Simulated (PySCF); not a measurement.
# C2H6BFN2: the cost of one run

Computed with PySCF 2.14.0, with density-fitted response routines of our own, on a single molecule in the gas phase. Atoms count from 0, in the outputs and in this text.

## Step 1: Starting geometry

12 atoms, charge 0, multiplicity 1; geometry from: GFN2-xTB. The atoms were then displaced at random by about 0.01 Å, so the start is not that level's minimum.

Bonds of the start (Å): C0–C1 1.34, C1–F2 1.38, C1–B3 1.54, B3–N4 1.40, B3–N5 1.42, C0–H6 1.08, C0–H7 1.08, N4–H8 1.02, N4–H9 1.01, N5–H10 1.01, N5–H11 1.00.

## Step 2: Relaxing the molecule at PBE0-D3(BJ)/def2-SVP

What the job is given:

```
{"job": {"xc": "PBE0", "basis": "def2-SVP", "d3": "d3bj", "grid": 1, "shake": 0.01, "kind": "geom"}, "charge": 0, "multiplicity": 1}
C      1.908220     0.656740    -0.385670
C      0.778370     0.018160    -0.713010
F      0.754870    -0.575080    -1.955440
B     -0.505550    -0.184870     0.120280
N     -0.671280     0.366840     1.391690
N     -1.570890    -0.939230    -0.450990
H      1.983670     1.175040     0.558970
H      2.745830     0.753150    -1.063430
H      0.043690     0.925630     1.863600
H     -1.493940     0.260060     1.976540
H     -2.455720    -1.136330     0.005220
H     -1.477590    -1.348370    -1.356780
```

Started as:

```
OMP_NUM_THREADS=1 python probes_run.py task.json out
```

The driver reads the jobs from task.json and runs them one after another.

**Question.** How long does this first job take on 1 thread of Arm Neoverse V1, shared host, and how much memory does it need?

About 29 s, with a peak of 0.47 GiB.
